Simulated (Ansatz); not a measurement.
# CH5AsOSi: a ladder of functionals and wavefunction methods

Aim: compute CH5AsOSi with functionals from several rungs and with coupled cluster. The yardstick is the atomisation energy at the CCSD(T) limit.

Computed with Ansatz 0.2.0, Gaussian basis. Level: functionals in def2-TZVPP, the program's frozen cores in correlated methods.

The runs, in order: PBE-D4, r2SCAN-D4, PBE0-D4, B3LYP-D4, ωB97X-V, ωB97M-V, B2PLYP; CCSD(T)/def2-TZVPP; MP2/def2-QZVPP; extrapolation to the limit.

### Step 1. Structure used throughout

An earlier PBE0-D4 in a triple-zeta def2 set relaxation fixed the geometry.

SMILES `C1O[AsH][SiH2]1`, 9 atoms, charge 0, spin multiplicity 1.

Atoms are counted from 1 here; the program's logs count them from 0.

Bond lengths: C1–O2 1.435 Å, C1–Si4 1.905 Å, C1–H5 1.099 Å, C1–H6 1.094 Å, O2–As3 1.831 Å, As3–Si4 2.378 Å, As3–H7 1.542 Å, Si4–H8 1.487 Å, Si4–H9 1.488 Å. Angles: O2–C1–Si4 99.3°, O2–C1–H5 110.5°, O2–C1–H6 109.5°, Si4–C1–H5 111.3°, Si4–C1–H6 117.9°, H5–C1–H6 108.0°, C1–O2–As3 106.7°, O2–As3–Si4 73.7°, O2–As3–H7 96.8°, Si4–As3–H7 89.7°, C1–Si4–As3 74.9°, C1–Si4–H8 114.4°, C1–Si4–H9 118.8°, As3–Si4–H8 113.7°, As3–Si4–H9 122.4°, H8–Si4–H9 109.2°.

### Step 2. PBE-D4 (GGA)

in.yaml reads:

```yaml
crystal:
  periodic: [false, false, false]
  atoms:
    - {symbol: C, position_ang: [-0.471131, 0.589977, -0.695279]}
    - {symbol: O, position_ang: [0.074562, -0.458458, -1.508782]}
    - {symbol: As, position_ang: [1.136586, -1.473694, -0.415504]}
    - {symbol: Si, position_ang: [-0.293448, -0.225669, 1.016622]}
    - {symbol: H, position_ang: [0.145142, 1.496381, -0.771907]}
    - {symbol: H, position_ang: [-1.478679, 0.834895, -1.043117]}
    - {symbol: H, position_ang: [2.245793, -0.422029, -0.212290]}
    - {symbol: H, position_ang: [-1.495765, -0.977591, 1.465482]}
    - {symbol: H, position_ang: [0.225341, 0.589990, 2.147674]}
basis:
  gaussian: {orbitals: def2-TZVPP}
hamiltonian: {xc: pbe, dispersion: d4}
output: {forces: true, orbitals: {seedname: orbitals}}
```

Command:

```bash
ansatz run in.yaml --threads 4 --pin off --events-out ev --progress --plain --max-ram 10444MiB
```

After this run come: r2SCAN-D4 (meta-GGA); PBE0-D4 (hybrid); B3LYP-D4 (hybrid); ωB97X-V (range-separated); ωB97M-V (range-separated); B2PLYP (double hybrid); CCSD(T) in def2-TZVPP; MP2 in def2-QZVPP.

Q: Predict the results of all the runs planned. Wanted: atomisation energy, CCSD(T)/CBS; farthest; mean size of error, hybrid; mean size of error, range-separated; gap, smallest and largest; T1 diagnostic; triples share of the correlation energy.

The runs gave:

```
                               quantity                                  value
        atomisation energy, CCSD(T)/CBS                          2902.9 kJ/mol
 functionals within 29.0 kJ/mol (1.0 %)  r2SCAN-D4, PBE0-D4, B3LYP-D4, ωB97M-V
                               farthest                  PBE-D4 (+60.5 kJ/mol)
             mean size of error, hybrid                             6.5 kJ/mol
    mean size of error, range-separated                            20.6 kJ/mol
              gap, smallest and largest   4.04 eV (PBE-D4), 10.52 eV (ωB97X-V)
                          T1 diagnostic                                 0.0133
triples share of the correlation energy                                  4.0 %
```

What this shows: PBE-D4 is off by +60.5 kJ/mol. Double hybrids carry the basis error of their MP2 part in triple zeta, and no dispersion term here, so their miss is partly the set-up's. Misses under about 29.0 kJ/mol are within the doubt on the reference itself, which lacks core-valence correlation, relativity and higher excitations, and its outer-core shells are covered unevenly. Hartree-Fock recovers 68 % of the binding; the rest is correlation. The gap grows from 4.0 to 10.5 eV across the functionals, mostly with the share of exact exchange. Correlated methods include outer-core shells of As, which these sets cover unevenly.
